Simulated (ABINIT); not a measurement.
Cd2S:

```xyz
3
Lattice="3.9627 0.0000 0.0000 -1.9813 3.4318 0.0000 0.0000 0.0000 5.8092" Properties=species:S:1:pos:R:3 pbc="T T T"
Cd    0.0000    2.2878    5.4183
Cd    1.9813    1.1439    3.3620
S     0.0000    2.2878    2.1245
```

The cell comes from a database or a generator and needn't be the stable form of this composition.

Base run:

- Program: ABINIT 10.8.3 (patched build)
- Functional: PBE
- Potentials or basis: JTH PAW PBE v2.0
- Cutoff: 599 eV
- k mesh: 8 × 8 × 5
- Occupations: fermi-dirac, width 0.05 eV
- Spin: no spin polarisation

Its results: band gap on the k mesh 0.24 eV, indirect (least direct gap 0.57 eV); pressure -0.1 GPa; largest force 0.070 eV/Å.

Problem. The run is repeated on the same cell with these changes: functional from PBE to LDA; potentials or basis from JTH PAW PBE v2.0 to JTH PAW LDA v2.0. What comes out?

Solution. Band gap on the k mesh 0.25 eV, indirect (least direct gap 0.57 eV); pressure -4.9 GPa; largest force 0.164 eV/Å.

A k mesh can miss the band edges.

Not every run made on this cell is shown here.
